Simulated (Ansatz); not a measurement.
Consider a convergence test of the plane-wave cutoff of SrAl2Ge2, space group P-3m1 (Ansatz's Python interface).

`ecut_sral2ge2.py`:
```python
'''Convergence of SrAl2Ge2 with the plane-wave cutoff.'''

import argparse

import ansatz as az

parser = argparse.ArgumentParser(description='Convergence of SrAl2Ge2 with the plane-wave cutoff.')
parser.add_argument('--mesh', type=int, nargs=3, default=[6, 6, 3], help='k-point sampling')
parser.add_argument('--occupations', default='fermi_dirac', help='how the bands are filled')
args = parser.parse_args()


def main() -> None:
    cell = (
        az.Lattice.from_parameters(4.22796, 4.22796, 7.47074, alpha=90, beta=90, gamma=120)
        .space_group(164)
        .atom('Sr', (0.0, 0.0, 0.0))
        .atom('Al', (2 / 3, 1 / 3, 0.37612))
        .atom('Ge', (2 / 3, 1 / 3, 0.72595))
    )

    setup = (
        cell.calculation()
        .functional(az.Functional.PBESOL)
        .kpoints(mesh=args.mesh, center='gamma')
        .occupations(args.occupations)
    )

    rows = []
    for value in [250, 350, 450, 550, 650, 750]:
        r = setup.basis(value).run().report
        rows.append((value, r['free_energy_ev'] / len(r['lattice']['sites']), r['n_iterations'], r['n_pw']))

    print(' cutoff (eV)   F/atom (eV)    iterations   plane waves')
    for row in rows:
        print(f'{str(row[0]):>12s}  {row[1]:12.5f}  {row[2]:12d}  {row[3]:12d}')

    # differences from the last row
    for row in rows[:-1]:
        shift = 1000 * (row[1] - rows[-1][1])
        print(f'{row[0]}: {shift:+.2f} meV/atom' + ('  (within 1 meV)' if abs(shift) < 1 else ''))


if __name__ == '__main__':
    main()
```

From which cutoff on is the energy per atom within 1 meV of the last row, and how does it get there?

From 450 eV on it stays within 1 meV an atom of the value at 750 eV; the first row (250 eV) is off by 539.3 meV and the last but one by 0.06 meV. The energy falls steadily, as expected when plane waves are added.

The output:

Running `python ecut_sral2ge2.py` prints:
```text
DeckWarning: basis.ecutwfc = 250 eV is below the records' recommended 420 eV, and the density's cutoff is lower with it unless basis.ecutrho_ratio is high enough to keep the records' density cutoff: compare with a run at a higher cutoff
DeckWarning: basis.ecutwfc = 350 eV is below the records' recommended 420 eV, and the density's cutoff is lower with it unless basis.ecutrho_ratio is high enough to keep the records' density cutoff: compare with a run at a higher cutoff
 cutoff (eV)   F/atom (eV)    iterations   plane waves
         250   -2609.53228             7          1051
         350   -2610.06498             7          1727
         450   -2610.07110             8          2539
         550   -2610.07142             8          3395
         650   -2610.07148             8          4333
         750   -2610.07154             8          5373
250: +539.26 meV/atom
350: +6.56 meV/atom
450: +0.44 meV/atom  (within 1 meV)
550: +0.12 meV/atom  (within 1 meV)
650: +0.06 meV/atom  (within 1 meV)
```
(Warnings from the package without file and line.)

The mesh is modest for a metal, so energies can be off by several to tens of meV an atom and pressures by half a GPa or more; differences at equal mesh fare better. The structure comes from a database of computed cells and needn't be a stable or known phase. Shifts are counted from the last row, which is itself no proven limit. Finished in 18 s on 1 thread of Arm Neoverse V2, with other jobs on the host, peak memory 0.54 GiB.
